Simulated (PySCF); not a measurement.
# The bond of NaTe, level by level

One job finds the state of NaTe, follows it along the bond with each method and fits the curves.

Method: Na def2-SVPD, Te def2-SVPD with ECP28, scalar-relativistic core potentials; program: PySCF 2.14.0.

## 1. Input

The job is set up so:

```yaml
atoms: Na, Te
charge: 0
basis: Na def2-SVPD, Te def2-SVPD with ECP28
Hamiltonian: scalar-relativistic core potentials
basis_functions: 53
electrons_treated: 35
masses_in_u: 22.9898, 129.9062
levels: PBE0, PBE, r²SCAN, TPSSh, B2PLYP, M06-2X, LC-ωPBE, HF, MP2, SCS-MP2, CCSD, CCSD(T)
grid: 80 radial by 434 angular points
occupations: held fixed by the projection of orbital angular momentum
dissociation_limit: Na + Te, each in its ground configuration
starting_distance_in_angstrom: 2.895
values_of_2S_to_try: 1, 3
```

Started as:

```bash
$ OMP_NUM_THREADS=1 python dia.py task.json out
```

After this run come: PBE0 along the bond; Higher solutions at PBE0; PBE (GGA); r²SCAN; TPSSh (hybrid meta-GGA); B2PLYP (double hybrid); M06-2X; LC-ωPBE (range-separated hybrid); UHF; MP2 and coupled cluster.

Q: Predict the outcome of this session. Wanted: for each run, Re; ωe; De; μ.

The runs gave:

Lowest PBE0 solution found, without spin–orbit coupling: ²Π (doublet), unpaired electrons π ↑. State 2 has its PBE0 minimum 0.72 eV higher. State 3 has its PBE0 minimum 2.10 eV higher. The other levels ran on the lowest alone.

```
      level  Re (Å)  ωe (cm⁻¹)  De (eV)  μ (D)
        UHF   2.859      228.5     1.30  -9.53
    UHF-MP2   2.867      224.5     1.98    n/a
UHF-SCS-MP2   2.869      224.0     1.95    n/a
   UHF-CCSD   2.869      223.6     1.95    n/a
UHF-CCSD(T)   2.873      222.1     1.99    n/a
        PBE   2.831      223.5     2.20  -7.84
     r²SCAN   2.828      228.7     2.25  -8.62
      TPSSh   2.834      226.2     2.29  -8.39
       PBE0   2.816      230.8     2.16  -8.40
     M06-2X   2.801      237.9     2.10  -8.70
    LC-ωPBE   2.798      238.6     2.15  -9.04
     B2PLYP   2.832      228.3     2.12  -8.73
```

De is counted to Na + Te in their ground configurations. A positive dipole means Na(−)Te(+).

Differences from CCSD(T) in the same basis:

```
      level  Re (mÅ)  ωe (%)
        UHF      -14    +2.9
    UHF-MP2       -5    +1.1
UHF-SCS-MP2       -4    +0.8
   UHF-CCSD       -3    +0.7
        PBE      -42    +0.6
     r²SCAN      -45    +3.0
      TPSSh      -39    +1.8
       PBE0      -57    +3.9
     M06-2X      -72    +7.1
    LC-ωPBE      -75    +7.4
     B2PLYP      -41    +2.8
```

What this shows: Against CCSD(T) in the same basis, the bond length is nearest at UHF-CCSD (-3 mÅ) and farthest at LC-ωPBE (-75 mÅ); the wavenumber is nearest at PBE (+0.6 %) and farthest at LC-ωPBE (+7.4 %). Hartree–Fock makes the bond too short and too stiff against this reference, as it mostly does. CCSD(T) in a basis this small is itself some way from its limit, more so than the functionals. Of the levels with a De here, UHF gives the least (1.30 eV) and TPSSh the most (2.29 eV).

Correlated steps freeze 5 core orbitals. Spin–orbit coupling is left out, which matters for elements this heavy, above all for dissociation energies. B2PLYP dipoles, levels and charges come from its SCF part alone. With spin–orbit coupling the term label itself may not hold.
